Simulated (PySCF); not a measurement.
# A diatomic session: MgPb+

What are the lowest state that PBE0 finds, the bond length, vibrational wavenumber and bond energy of MgPb+, and how much do these hang on the method?

Program: PySCF 2.14.0. Level of theory: Mg def2-SVPD, Pb def2-SVPD with ECP60, scalar-relativistic core potentials. These are calculated values, not measurements.

### Step 1. The job

Settings of the job:

| Item | Value |
| --- | --- |
| atoms | Mg, Pb |
| charge | 1 |
| basis | Mg def2-SVPD, Pb def2-SVPD with ECP60 |
| Hamiltonian | scalar-relativistic core potentials |
| basis functions | 53 |
| electrons treated | 33 |
| masses in u | 23.9850, 207.9766 |
| levels | PBE0, PBE, r²SCAN, B2PLYP, B97-3, B3LYP, HF, MP2, SCS-MP2 |
| grid | 80 radial by 434 angular points |
| occupations | held fixed by the projection of orbital angular momentum |
| dissociation limit | Mg + Pb+, each in its ground configuration |
| starting distance in angstrom | 2.850 |
| values of 2S to try | 1, 3 |

Started as:

```
$ OMP_NUM_THREADS=1 python dia.py task.json out
```

After this run come: PBE0 along the bond; Excited determinants; PBE (GGA); r²SCAN (meta-GGA); B2PLYP; B97-3 (global hybrid GGA); B3LYP (global hybrid GGA); ROHF.

Before running it: what results should come out? Wanted: for each run, Re; ωe; De; μ.

As calculated:

Lowest PBE0 solution found, without spin–orbit coupling: ²Π (doublet), unpaired electrons π ↑. The next followed solution (2Ms+1 = 2) lies 0.79 eV higher at PBE0; the other levels ran on the lowest alone.

```
       level  Re (Å)  ωe (cm⁻¹)  De (eV)  μ (D)
        ROHF   3.136      155.1     1.05  -7.50
    ROHF-MP2   3.031      180.8     1.42    n/a
ROHF-SCS-MP2   3.066      171.6     1.30    n/a
         PBE   3.023      176.4     1.71  -7.05
      r²SCAN   3.003      181.6     1.74  -7.44
       B3LYP   3.037      171.5     1.53  -7.10
        PBE0   3.014      179.3     1.63  -7.29
       B97-3   3.052      169.9     1.46  -6.99
      B2PLYP   3.029      177.1     1.47  -7.26
```

De is counted to Mg + Pb+ in their ground configurations. A positive dipole points from Mg to Pb; in an ion it is taken about the centre of mass and does not tell which atom is negative.

Bond lengths run from 3.003 Å (r²SCAN) to 3.136 Å (ROHF). Of the levels with a De here, ROHF gives the least (1.05 eV) and r²SCAN the most (1.74 eV).

Correlated steps freeze 5 core orbitals. Spin–orbit coupling is left out, which matters for elements this heavy, above all for dissociation energies. B2PLYP dipoles, levels and charges come from its SCF part alone. With spin–orbit coupling the term label itself may not hold.
